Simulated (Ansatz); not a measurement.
Crystal: Y2Ge3.

```xyz
5
Lattice="4.3924 0.0000 0.0000 -2.1962 3.8040 0.0000 0.0000 0.0000 7.1073" Properties=species:S:1:pos:R:3 pbc="T T T"
Y     0.0000    0.0000    1.9195
Y     0.0000    0.0000    5.1878
Ge    2.1962    1.2680    0.0000
Ge    2.1962    1.2680    3.5536
Ge    0.0000    2.5360    0.0000
```

The cell comes from a database or a generator and needn't be the stable form of this composition.

```yaml
Program: Ansatz 0.2.0
Task: relaxation of cell and atoms
Functional: r2SCAN
Dispersion: D3(BJ)-ATM
Potentials_or_basis: Ansatz PAW
Cutoff: "500 eV (not typed: the program's choice for these potentials)"
k_mesh: 7 × 7 × 4
Occupations: fermi-dirac, width 0.05 eV
Spin: no spin polarisation
```

At the start: volume 23.75 Å³/atom.

Question: Where does the relaxation end?

Answer: It ends after 5 steps and the volume is 23.25 Å³/atom (-2.1 %); space group P-6m2 (No. 187, to 0.05 Å).

The path:
```tsv
step	energy change (eV)	largest force (eV/Å)	volume (Å³)
1	0.0000	0.1291	118.75
2	-0.0083	0.2628	115.50
3	-0.0146	0.0161	116.17
4	-0.0148	0.0012	116.27
5	-0.0141	0.0012	116.27
```

Final structure:
```
Y Ge
1.0
     4.34858    0.00000    0.00000
    -2.17429    3.76598    0.00000
     0.00000    0.00000    7.09990
Y Ge
2 3
Direct
  0.00000 0.00000 0.26898
  0.00000 0.00000 0.73102
  0.66667 0.33333 0.00000
  0.66667 0.33333 0.50000
  0.33333 0.66667 0.00000
```

Caveat: the plane-wave basis is chosen anew once the cell has moved, so the energies of steps on either side of that aren't comparable; pairwise dispersion overbinds metals, which lowers pressure and volume; the PAW data sets come from PBE, with cores solved anew for the run's functional, which leaves a small shift of forces and pressure.
